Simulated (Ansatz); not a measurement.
**SnSe (SMILES [Se][Sn]): levels of theory compared**

Aim: a comparison of 6 runs (PBE0/STO-3G, r2SCAN/STO-3G, r2SCAN0/STO-3G, wB97X/STO-3G, MP2/STO-3G, FCI/STO-3G) of SnSe. 

Program for the calculation: Ansatz 0.2.0.

53 further runs of the same task are left out: 14 that didn't finish, 39 set aside as unsound or not needed.

## Step 1: The system as given

SnSe: 2 atoms, total charge 0, spin state singlet. SMILES: `[Se][Sn]`. The Sn2–Se1 distance was set to 4.677 Å, away from the relaxed value.

## Step 2: A single-point energy at PBE0/STO-3G (run 1)

File in.yaml:

```yaml
crystal:
  periodic: [false, false, false]
  atoms:
    - {symbol: Se, position_ang: [0.000000, 0.000000, -2.338360]}
    - {symbol: Sn, position_ang: [0.000000, 0.000000, 2.338340]}
basis:
  gaussian: {orbitals: STO-3G}
hamiltonian: {xc: pbe0}
accuracy: high
```

Run with:

```console
ansatz run in.yaml --threads 1 --pin off --max-ram 2610MiB --events-out events.jsonl --progress --plain --runs-dir runs
```

Standard output:

```text
Warning: RAYON_NUM_THREADS=1 ignored (pool sized by the plan → 1); use --threads N
Functional definition: PBE0
  name "PBE0"
  parameter a = 0.25
  parameter kappa = 0.804
  parameter beta = 0.06672455060314922
  exchange = (1 - a)*pbe_x(kappa = kappa, mu = beta*pi^2/3) + a*exact_x
  correlation = pbe_c(beta = beta)
647 factors; integrals over basis functions are off by at most 5.0e-9 eV
mean field evaluation 1: about -226907.5187 eV, gradient 6.5e0 eV
mean field evaluation 2: about -226798.9947 eV, gradient 1.9e1 eV
mean field evaluation 4: about -226908.0827 eV, gradient 1.1e1 eV
mean field evaluation 8: about -226908.0829 eV, gradient 1.1e1 eV
mean field evaluation 16: about -226926.3870 eV, gradient 2.1e-3 eV
mean field evaluation 32: about -226926.3984 eV, gradient 3.2e-2 eV
mean field evaluation 64: about -226926.3926 eV, gradient 7.4e-2 eV
mean field evaluation 96: about -226925.4962 eV, gradient 6.2e-4 eV
mean field evaluation 128: about -226926.3416 eV, gradient 3.5e-1 eV
mean field evaluation 160: about -226926.3349 eV, gradient 3.7e-2 eV
mean field evaluation 192: about -226926.3477 eV, gradient 3.1e0 eV
mean field evaluation 224: about -226925.8005 eV, gradient 1.3e1 eV
mean field evaluation 256: about -226926.3908 eV, gradient 5.5e-2 eV
mean field -226926.39841727 eV, -8339.3913255973 hartree, gradient 4.3e-8 eV, S^2 0.000000; 14 other end points of the search recorded, 0 dependent functions left out
reference -226926.39841884 eV, -8339.3913256549 hartree; 42, 42 occupied and 3, 3 virtual orbitals, 647 factors
Total energy: -226926.39841884 eV, -8339.3913256549 hartree
```

It took 42 s on 1 thread of Arm Neoverse V1, shared host; peak memory 0.15 GiB.

## Step 3: A single-point energy at r2SCAN/STO-3G (run 2)

File job.yaml:

```yaml
crystal:
  periodic: [false, false, false]
  atoms:
    - {symbol: Se, position_ang: [0.000000, 0.000000, -2.338360]}
    - {symbol: Sn, position_ang: [0.000000, 0.000000, 2.338340]}
basis:
  gaussian:
    orbitals: STO-3G
hamiltonian:
  xc: r2scan
accuracy: high
```

Run with:

```console
ansatz run job.yaml --threads 1 --pin off --max-ram 2610MiB --events-out events.jsonl --progress --plain --runs-dir runs
```

Standard output, cut to the lines that bear on the results:

```text
Warning: RAYON_NUM_THREADS=1 ignored (pool sized by the plan → 1); use --threads N
Functional definition: r2SCAN
  name "r2SCAN"
[...]
647 factors; integrals over basis functions are off by at most 5.0e-9 eV
[...]
mean field -226947.91221239 eV, -8340.1819429853 hartree, gradient 3.7e-9 eV, S^2 0.000000; 10 other end points of the search recorded, 0 dependent functions left out
reference -226947.91221278 eV, -8340.1819429996 hartree; 42, 42 occupied and 3, 3 virtual orbitals, 647 factors
Total energy: -226947.91221278 eV, -8340.1819429996 hartree
```

Wall time 50 s (1 thread of Arm Neoverse V1, shared host); peak memory 0.15 GiB.

Run 3 isn't shown in full; the table further down has it.

## Step 4: A single-point energy at wB97X/STO-3G (run 4)

File input.yaml:

```yaml
crystal:
  periodic: [false, false, false]
  atoms:
    - {symbol: Se, position_ang: [0.000000, 0.000000, -2.338360]}
    - {symbol: Sn, position_ang: [0.000000, 0.000000, 2.338340]}
basis:
  gaussian: {orbitals: STO-3G}
hamiltonian: {xc: {name: wB97X}}
accuracy: high
```

Run with:

```console
ansatz run input.yaml --threads 1 --pin off --max-ram 2610MiB --events-out events.jsonl --progress --plain --runs-dir runs
```

Standard output, cut to the lines that bear on the results:

```text
Warning: RAYON_NUM_THREADS=1 ignored (pool sized by the plan → 1); use --threads N
Functional definition: wB97X
  name "wB97X"
[...]
      + exact_x_lr(omega)
[...]
      + integral(e_c_pw_opposite_spin*poly(b97_u_opposite, 1, cos1, cos2, cos3, cos4))
647 factors; integrals over basis functions are off by at most 5.0e-9 eV
131 factors; integrals over basis functions are off by at most 1.3e-9 eV
[...]
mean field -226945.45441593 eV, -8340.0916206314 hartree, gradient 2.2e-8 eV, S^2 0.000000; 2 other end points of the search recorded, 0 dependent functions left out
reference -226945.45441416 eV, -8340.0916205665 hartree; 42, 42 occupied and 3, 3 virtual orbitals, 647 factors
Total energy: -226945.45441416 eV, -8340.0916205665 hartree
```

Run time: 13 s. Hardware: 1 thread of Arm Neoverse V1, shared host; peak memory 0.27 GiB.

Run 5 isn't shown in full; the table further down has it.

## Step 5: The energy at FCI/STO-3G (run 6)

File molecule.yaml:

```yaml
crystal:
  periodic: [false, false, false]
  atoms:
    - symbol: Se
      position_ang: [0.000000, 0.000000, -2.338360]
    - symbol: Sn
      position_ang: [0.000000, 0.000000, 2.338340]
basis:
  gaussian: {orbitals: STO-3G}
correlation: {method: fci, frozen_orbitals: {Se: 9, Sn: 18}}
accuracy: high
```

Run with:

```console
ansatz run molecule.yaml --threads 1 --pin off --max-ram 2610MiB --events-out events.jsonl --progress --plain --runs-dir runs
```

Standard output, cut to the lines that bear on the results:

```text
Warning: RAYON_NUM_THREADS=1 ignored (pool sized by the plan → 1); use --threads N
Functional definition: HF
  name "HF"
[...]
647 factors; integrals over basis functions are off by at most 5.0e-9 eV
[...]
mean field -226849.82424337 eV, -8336.5772766103 hartree, gradient 3.1e-8 eV, S^2 0.000000; 22 other end points of the search recorded, 0 dependent functions left out; unrestricted orbitals would lower it
determinant -226849.82424337 eV, -8336.5772766103 hartree, with singles and doubles -226851.45080434 eV, -8336.6370516234 hartree
determinant -226849.70989986 eV, -8336.5730745639 hartree, with singles and doubles -226851.26489808 eV, -8336.6302196946 hartree
determinant -226849.69088500 eV, -8336.5723757808 hartree, with singles and doubles -226851.40589682 eV, -8336.6354013026 hartree
determinant -226849.64752785 eV, -8336.5707824346 hartree, with singles and doubles -226851.36308946 eV, -8336.6338281612 hartree
determinant -226849.63760227 eV, -8336.5704176763 hartree, with singles and doubles -226851.37483753 eV, -8336.6342598947 hartree
determinant -226849.82424337 eV, -8336.5772766103 hartree, with singles and doubles -226851.46838774 eV, -8336.6376978013 hartree
determinant -226849.70989986 eV, -8336.5730745639 hartree, with no singles and doubles
determinant -226849.69088500 eV, -8336.5723757808 hartree, with no singles and doubles
determinant -226849.64752785 eV, -8336.5707824346 hartree, with no singles and doubles
determinant -226849.63760227 eV, -8336.5704176763 hartree, with no singles and doubles
unrestricted determinant -226852.62647001 eV, -8336.6802565400 hartree, S^2 1.9944
27 core orbitals not correlated: weight in the atoms' cores, before any rotation towards them, 1.000 or more for the frozen orbitals, at most 0.000 for the correlated occupied ones
reference -226849.82424337 eV, -8336.5772766103 hartree; 15, 15 occupied and 3, 3 virtual orbitals, 647 factors
state -226854.48123993 eV, -8336.7484180772 hartree
Total energy: -226854.48123993 eV, -8336.7484180772 hartree
```

Wall time 20 s (1 thread of Arm Neoverse V1, shared host); peak memory 0.15 GiB.

## Step 6: The series

| run | level | frozen core orbitals | energy (Eh) | wall time |
| --- | --- | --- | --- | --- |
| 1 | PBE0/STO-3G | – | -8339.391326 | 42 s |
| 2 | r2SCAN/STO-3G | – | -8340.181943 | 50 s |
| 3 | r2SCAN0/STO-3G | – | -8340.316559 | 29 s |
| 4 | wB97X/STO-3G | – | -8340.091621 | 13 s |
| 5 | MP2/STO-3G | 27 | -8336.604620 | 6.9 s |
| 6 | FCI/STO-3G | 27 | -8336.748418 | 20 s |

## Step 7: What came out

| quantity | value |
| --- | --- |
| run 6: total energy | -8336.74842 Eh |
| run 6: correlation energy (27 core orbitals frozen) | -171.1 mEh |

In words: Against full CI in this basis: MP2 +143.8 mEh. Totals of different functionals can't be ranked against each other. In run 5 the log says that unrestricted orbitals would lower the reference, so the values rest on an unstable closed-shell determinant (other closed-shell runs at this shape may share the fault). In runs 1, 2, 3, 4, 5, 6 the basis is minimal, so the values are rough. In runs 1, 2, 3, 4, 5 a closed-shell determinant meets a far-stretched bond, which it describes badly. In runs 1, 2, 3, 4, 5, 6 relativity is left out where basis or elements ask for it. All runs together took 2.7 min, the longest 50 s.
